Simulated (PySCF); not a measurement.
# C3H4FGa: the cost of one run

The runs use PySCF 2.14.0, with density-fitted response routines of our own; the level of theory stands in each step. All values are computed, except where a source is named. Atoms are numbered from 0 throughout.

1 further run of the same task is left out (for a known fault of the program).

## 1. Starting geometry

9 atoms, charge 0, multiplicity 1; geometry from: GFN2-xTB. The atoms were then displaced at random by about 0.01 Å, so the start is not that level's minimum.

Bonds of the start (Å): C0–C1 1.42, C1–C2 1.20, C2–Ga3 2.00, Ga3–F4 1.73, C0–H5 1.12, C0–H6 1.10, C0–H7 1.06, Ga3–H8 1.52.

## 2. Geometry optimisation at PBE0-D3(BJ)/def2-SVP

What the job is given:

```
{"job": {"xc": "PBE0", "basis": "def2-SVP", "d3": "d3bj", "grid": 1, "shake": 0.01, "kind": "geom"}, "charge": 0, "multiplicity": 1}
C     -2.008460    -0.296170    -0.214690
C     -0.614330    -0.049340    -0.080030
C      0.558740     0.159840     0.027700
Ga     2.527470     0.412810     0.236460
F      3.437850    -0.955830     0.760500
H     -2.416500     0.300930    -1.069100
H     -2.536700     0.045340     0.686060
H     -2.203860    -1.325090    -0.388000
H      3.313600     1.690360     0.007390
```

Started as:

```
> OMP_NUM_THREADS=1 python probes_run.py task.json out
```

The driver reads the jobs from task.json and runs them one after another.

Q: Estimate the wall time and peak memory of this first job on 1 thread of Arm Neoverse N1, shared host.

About 67 s, with a peak of 0.43 GiB.
